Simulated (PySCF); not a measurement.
**C₄H₉FNP: electronic excitations**

Wanted: the electronic excitations of C₄H₉FNP (`CN(C)C/P=C/F`), by calculation.

Programs: PySCF 2.14.0, with density-fitted response routines of our own. Each step states its level of theory. These are calculated values for one molecule in the gas phase, unless marked as measured. Atoms count from 0, in the outputs and in this text.

## 1. The starting structure

16 atoms, charge 0, multiplicity 1; geometry from: GFN2-xTB.

Bonds of the start (Å): C0–N1 1.44, N1–C2 1.45, N1–C3 1.43, C3–P4 1.91, P4–C5 1.67, C5–F6 1.34, C0–H7 1.09, C0–H8 1.10, C0–H9 1.09, C2–H10 1.09, C2–H11 1.10, C2–H12 1.09, C3–H13 1.09, C3–H14 1.09, C5–H15 1.08.

## 2. Excited states and response: CAM-B3LYP/def2-SVPD

The job: settings as JSON, then the geometry in Å.

```
{"job": {"kind": "uv", "xc": "CAM-B3LYP", "basis": "def2-SVPD", "nstates": 8, "ntriplets": 3}, "charge": 0, "multiplicity": 1}
C     -1.032572    -0.999321     0.858984
N     -1.069857    -0.058933    -0.236721
C     -1.601109     1.223186     0.169249
C      0.197533     0.052340    -0.890403
P      1.628492     0.726995     0.181099
C      2.815015    -0.321260    -0.347466
F      4.081391    -0.207901     0.087561
H     -0.717519    -1.973477     0.487071
H     -0.333430    -0.683235     1.651993
H     -2.028855    -1.092597     1.286911
H     -2.604167     1.083698     0.569019
H     -0.976856     1.707372     0.935910
H     -1.659167     1.877532    -0.699055
H      0.093104     0.741276    -1.734835
H      0.485150    -0.929433    -1.275847
H      2.715250    -1.137299    -1.054882
```

Method: TDDFT CAM-B3LYP/def2-SVPD, vertical, gas phase, core orbitals frozen in the response.

The run is started by

```bash
$ OMP_NUM_THREADS=1 python probes_run.py task.json out
```

One launch serves the whole session: the jobs run in the order shown.

Log:

```text
coarse grid: 13696 points
cycle   1  E = -653.1350046243  dE =  8.107e-01  |g| = 4.599e-01  |ddm| = 5.674e+00
cycle   2  E = -653.1253108416  dE =  9.694e-03  |g| = 5.628e-01  |ddm| = 1.369e+00
cycle   3  E = -653.1828169782  dE = -5.751e-02  |g| = 5.373e-02  |ddm| = 5.489e-01
cycle   4  E = -653.1834827773  dE = -6.658e-04  |g| = 1.837e-02  |ddm| = 1.002e-01
cycle   5  E = -653.1835627505  dE = -7.997e-05  |g| = 9.702e-03  |ddm| = 6.064e-02
cycle   6  E = -653.1835884999  dE = -2.575e-05  |g| = 2.785e-03  |ddm| = 1.595e-02
cycle   7  E = -653.1835906697  dE = -2.170e-06  |g| = 7.368e-04  |ddm| = 5.880e-03
final grid: 127704 points
cycle   8  E = -653.2720620402  dE = -3.523e-05  |g| = 4.171e-03  |ddm| = 6.942e-02
cycle   9  E = -653.2720619733  dE =  6.682e-08  |g| = 4.532e-03  |ddm| = 1.413e-02
cycle  10  E = -653.2720660249  dE = -4.052e-06  |g| = 5.646e-04  |ddm| = 4.986e-03
cycle  11  E = -653.2720660806  dE = -5.569e-08  |g| = 1.716e-04  |ddm| = 8.276e-04
cycle  12  E = -653.2720660878  dE = -7.198e-09  |g| = 3.791e-05  |ddm| = 3.699e-04
cycle  13  E = -653.2720660883  dE = -4.618e-10  |g| = 1.312e-05  |ddm| = 1.122e-04
converged SCF energy = -653.2720660883

Static polarisability (au): isotropic 85.930, principal 70.564 77.286 109.940

Singlet excitations
state   eV       nm        f      main configurations
  1   3.8636    320.9   0.00291   H->L 0.94
  2   5.3899    230.0   0.17379   H-1->L 0.91
  3   5.7099    217.1   0.01300   H-2->L 0.88
  4   5.8944    210.3   0.02938   H->L+1 0.93
  5   6.3230    196.1   0.00719   H-1->L+2 0.70, H-1->L+1 0.14
  6   6.4612    191.9   0.15567   H->L+2 0.80
  7   6.6945    185.2   0.01055   H->L+3 0.87
  8   6.9891    177.4   0.01661   H->L+4 0.68, H->L+5 0.13

Triplet excitations (Tamm-Dancoff, eV): 2.6997 3.4944 4.9219
```

Wall time 80 s (1 thread, shared host).

Frontier orbitals and where they lie:

| orbital | eV | atoms |
| --- | --- | --- |
| HOMO−3 | -11.73 | F6 22 %, C3 19 %, P4 15 % |
| HOMO−2 | -9.78 | P4 51 %, C5 13 %, N1 11 % |
| HOMO−1 | -8.50 | P4 37 %, C5 35 %, F6 14 % |
| HOMO | -7.54 | N1 46 %, P4 17 %, C3 9 % |
| LUMO | -0.44 | P4 42 %, C5 34 %, F6 7 % |
| LUMO+1 | 1.28 | C2 15 %, C3 13 %, C0 12 % |
| LUMO+2 | 1.46 | C5 36 %, P4 16 %, H15 14 % |

With each of the 8 states as a Gaussian band of 0.4 eV half-width at 1/e, the curve within the window shown has maxima at 321 nm (ε 120), 228 nm (ε 7,600), 192 nm (ε 7,200) L/(mol cm). Beyond the last state computed it falls off for lack of states. The curve at chosen wavelengths:

```tsv
nm	ε (L/mol/cm)
170	518
178	2284
187	6230
195	6802
203	4508
212	4228
220	6247
229	7603
237	6189
245	3596
254	1390
262	467
270	134
279	40
287	38
295	59
304	89
312	109
320	118
329	111
337	95
346	72
354	52
362	35
371	21
379	13
```

Leading natural transition orbitals of singlet state 2: the hole lies on P4 40 %; C5 33 %; F6 13 %; the particle on P4 42 %; C5 28 %; H15 9 %.

Leading natural transition orbitals of singlet state 1: the hole lies on N1 38 %; P4 29 %; C3 10 %; the particle on P4 42 %; C5 31 %; H15 8 %.

Further results of this job:

```csv
property,computed
dipole moment (D),2.03
polarisability (Å³),12.73
HOMO–LUMO gap (eV),7.10
−ε(HOMO) (eV),7.54
```

Orbitals, density, ELF and potential are computed afterwards from the orbital file.

Frontier orbitals at CAM-B3LYP/def2-SVPD, with the share of their density that lies nearest to each atom:

| orbital | energy (eV) | lies on |
| --- | --- | --- |
| HOMO | -7.54 | N1 50 %; P4 18 % |
| LUMO | -0.44 | P4 42 %; C5 30 %; H15 8 % |

ELF in a plane through or near 6 of the atoms.

Values, 10 rows by 14 columns:
```
0.00 0.00 0.00 0.00 0.00 0.00 0.00 0.00 0.00 0.00 0.00 0.00 0.00 0.00
0.00 0.00 0.00 0.00 0.00 0.00 0.00 0.02 0.01 0.01 0.00 0.00 0.00 0.00
0.00 0.00 0.00 0.00 0.00 0.00 0.09 0.61 0.17 0.86 0.10 0.00 0.00 0.00
0.00 0.00 0.00 0.01 0.15 0.04 0.04 0.76 0.26 1.00 0.53 0.00 0.00 0.00
0.00 0.00 0.10 0.23 0.75 0.25 0.10 0.36 0.79 0.05 0.08 0.01 0.00 0.00
0.00 0.01 0.29 0.35 0.24 0.44 0.88 0.61 0.84 0.73 1.00 0.63 0.00 0.00
0.00 0.00 0.03 0.09 0.82 0.59 0.58 0.09 0.55 0.69 0.68 0.15 0.00 0.00
0.00 0.00 0.00 0.03 0.55 0.35 0.06 0.01 0.87 0.99 0.08 0.00 0.00 0.00
0.00 0.00 0.00 0.00 0.00 0.01 0.00 0.00 0.10 0.32 0.00 0.00 0.00 0.00
0.00 0.00 0.00 0.00 0.00 0.00 0.00 0.00 0.00 0.00 0.00 0.00 0.00 0.00
```
The map spans 13.1 Å across and 9.2 Å up, centred on the molecule. Atoms in the plane (x, y in Å): C0 (1.0, 1.4), C2 (1.8, -0.9), C5 (-2.8, -0.1), H9 (2.0, 1.7), H10 (2.8, -0.5), H12 (1.8, -1.8).

On the surface of density 0.002 e/bohr³ the electrostatic potential runs, from the 1st to the 99th percentile, from -1.11 V near N1 to 1.21 V near H15.

## 3. Results

```
                                quantity                        value
    lowest singlet (CAM-B3LYP/def2-SVPD)  3.86 eV (321 nm), f = 0.003
brightest single state of those computed  state 2, 5.39 eV, f = 0.174
                          lowest triplet                      2.70 eV
   surface potential, 1st and 99th percentile           -1.11 V and 1.21 V
```

What this shows: The lowest singlet, at 3.86 eV, is HOMO→LUMO 0.94 and is weak; of the 8 states computed, the strongest absorption comes from state 2 at 5.39 eV. The lowest triplet lies 1.16 eV below the lowest singlet (triplets in Tamm-Dancoff, singlets in full TDDFT). By nearest atom (CAM-B3LYP/def2-SVPD), the HOMO sits on N1 50 %; P4 18 % and the LUMO on P4 42 %; C5 30 %.
